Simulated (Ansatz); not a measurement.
# TiSn3O8: the band gap up the ladder of functionals

One table from this session's results is given with a row withheld; the runs are named, their logs left out.

Program: Ansatz 0.2.0. PAW datasets, plane waves. (Calculated; spin-unpolarised; the phase may be known or hypothetical.)

## The cell

The cell was relaxed beforehand with r2SCAN.

It is orthorhombic, Cmmm (No. 65); a = 6.664 Å, b = 6.677 Å, c = 6.296 Å in the conventional setting, 11.67 Å³ an atom. Ti has 6 O at 1.98 Å; Sn has 6 O at 2.05–2.07 Å; O has 1 Ti at 1.98 Å and 2 Sn at 2.05 Å; O has 1 Ti at 1.98 Å and 2 Sn at 2.07–2.08 Å; Sn has 6 O at 2.04–2.08 Å.

As a file:

```xyz
12
Lattice="3.3319 -3.3385 0.0000 3.3319 3.3385 0.0000 0.0000 0.0000 6.2959" Properties=species:S:1:pos:R:3 pbc="T T T"
Ti    3.3319    0.0000    0.0000
Sn    0.0000    0.0000    4.7486
O     1.3523    0.0000    0.0000
O     5.3115    0.0000    0.0000
O     3.3319   -1.2738    4.7865
O     3.3319    1.2738    4.7865
Sn    3.3319    0.0000    3.1480
Sn    0.0000    0.0000    1.5473
O     1.2947    0.0000    3.1480
O     5.3691    0.0000    3.1480
O     3.3319   -1.2738    1.5094
O     3.3319    1.2738    1.5094
```

The first run:

input.yaml

```yaml
crystal:
  lattice:
    - [3.3319203011, -3.3385300218, 0.0]
    - [3.3319203011, 3.3385300218, 0.0]
    - [0.0, 0.0, 6.2959121907]
  atoms:
    - { symbol: Ti, position: [0.5, 0.5, 0.0] }
    - { symbol: Sn, position: [0.0, 0.0, 0.7542401805] }
    - { symbol: O, position: [0.2029328123, 0.2029328123, 0.0] }
    - { symbol: O, position: [0.7970671877, 0.7970671877, 0.0] }
    - { symbol: O, position: [0.6907774905, 0.3092225095, 0.7602620433] }
    - { symbol: O, position: [0.3092225095, 0.6907774905, 0.7602620433] }
    - { symbol: Sn, position: [0.5, 0.5, 0.5] }
    - { symbol: Sn, position: [0.0, 0.0, 0.2457598195] }
    - { symbol: O, position: [0.1942931185, 0.1942931185, 0.5] }
    - { symbol: O, position: [0.8057068815, 0.8057068815, 0.5] }
    - { symbol: O, position: [0.6907774905, 0.3092225095, 0.2397379567] }
    - { symbol: O, position: [0.3092225095, 0.6907774905, 0.2397379567] }
kpoints:
  mp_grid: { grid: [6, 6, 4] }
  band_path:
    path:
      - [[0.0, 0.0, 0.0], [-0.5, 0.5, -4.368807557542e-35], [-0.499011065116, 0.500988934884, -4.356684690742e-35]]
      - [[0.499011065116, 0.499011065116, 6.117131443217e-35], [0.0, 0.0, 0.0], [3.696864826462e-52, -1.81700331061e-51, 0.5], [0.499011065116, 0.499011065116, 0.5]]
      - [[-0.499011065116, 0.500988934884, 0.5], [-0.5, 0.5, 0.5], [-0.5, 0.5, -4.368807557542e-35]]
      - [[0.0, 0.0, 0.0], [-6.320330615833e-18, 0.5, 8.802233762375e-36], [-6.320330615833e-18, 0.5, 0.5], [3.696864826462e-52, -1.81700331061e-51, 0.5], [-0.5, 0.5, 0.5]]
    npoints: 10
hamiltonian:
  xc: pbe
scf:
  occupations: { method: fermi_dirac, width: 0.02 }
  n_extra_bands: 7
output:
  forces: true
  stress: true
  eigenvalues: true
```

Among the steps run: Band structure with PBE; r2SCAN; Single point with HSE06; PBE+SOC; Single point with PBE0.

One of the session's tables, all rows but one given; the rest of the session is left out.

| level | gap (eV) |
| --- | --- |
| PBE | 1.91 |
| r2SCAN | 2.40 |
| HSE06 | ? |
| PBE+SOC | 1.91 |
| PBE0 | 4.48 |

**Question.** Estimate the row for HSE06.

The run gave: gap (eV): 3.71. In the column «gap (eV)» it lies between r2SCAN (2.40) and PBE0 (4.48).

Meshes: PBE 6×6×4, r2SCAN 6×6×4, HSE06 4×4×2, PBE+SOC 6×6×4, PBE0 4×4×2

The gap runs from 1.91 eV (PBE) to 4.48 eV (PBE0). PBE reaches 51 % of the HSE06 value, and r2SCAN 65 %. PBE0 lies 0.76 eV above HSE06, which differs from it by screening the long-range exchange.

Caveats from the session: Warnings in the runs' records: stress exchange threshold loose, stress scf threshold loose.
